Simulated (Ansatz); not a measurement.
# CH5FInN: the cost of one run

Method: RKS revPBE/def2-SVP, in Ansatz 0.2.0.

## (1) The system as given

Bond lengths: In1–F2 2.363 Å, In1–N3 2.036 Å, In1–C5 2.278 Å, N3–H6 1.021 Å, C5–H7 1.088 Å, C5–H8 1.086 Å, C5–H9 1.086 Å. Angles: F2–In1–N3 67.4°, F2–In1–C5 115.6°, N3–In1–C5 169.7°, In1–N3–H6 112.7°, In1–C5–H7 107.8°, In1–C5–H8 105.5°, In1–C5–H9 110.2°, H7–C5–H8 111.0°, H7–C5–H9 111.0°, H8–C5–H9 111.2°.

As a file:

```xyz
9

In   -0.3555    0.2360   -0.1101
F     0.2804   -1.1698   -1.8998
N    -1.7806    0.1240   -1.5598
H    -0.8034   -0.6499   -2.0497
C     0.9760    0.1425    1.7357
H    -1.8416    0.9751   -2.1197
H     0.4261   -0.3793    2.5157
H     1.8514   -0.4236    1.4328
H     1.2473    1.1450    2.0548
```

## (2) Pulling towards end A

Springs on the bonds that form and break draw the guess towards this end; the thresholds are loose.

File input.yaml:

```yaml
crystal:
  periodic: [false, false, false]
  atoms:
    - { symbol: In, position_ang: [-0.3555, 0.236, -0.1101] }
    - { symbol: F, position_ang: [0.2804, -1.1698, -1.8998] }
    - { symbol: "N", position_ang: [-1.7806, 0.124, -1.5598] }
    - { symbol: H, position_ang: [-0.8034, -0.6499, -2.0497] }
    - { symbol: C, position_ang: [0.976, 0.1425, 1.7357] }
    - { symbol: H, position_ang: [-1.8416, 0.9751, -2.1197] }
    - { symbol: H, position_ang: [0.4261, -0.3793, 2.5157] }
    - { symbol: H, position_ang: [1.8514, -0.4236, 1.4328] }
    - { symbol: H, position_ang: [1.2473, 1.145, 2.0548] }
basis:
  gaussian: { orbitals: def2-SVP }
hamiltonian:
  xc: revpbe
relax:
  f_tol: 0.15
  max_steps: 25
  restrain:
    - { distance: [3, 1], at: 2.18, k: 30.0 }
    - { distance: [0, 1], at: 1.99, k: 30.0 }
    - { distance: [3, 2], at: 1.02, k: 30.0 }
```

Run with:

```console
$ ansatz run input.yaml --threads 2 --pin off --max-ram 3072MiB --backend cpu --events-out ev --progress --plain --runs-dir out
```

Q: Estimate wall time and peak memory on 2 threads of INTEL XEON PLATINUM 8581C at 2.30GHz (Emerald Rapids), shared host.

About 9.6 s, with a peak of 0.17 GiB.
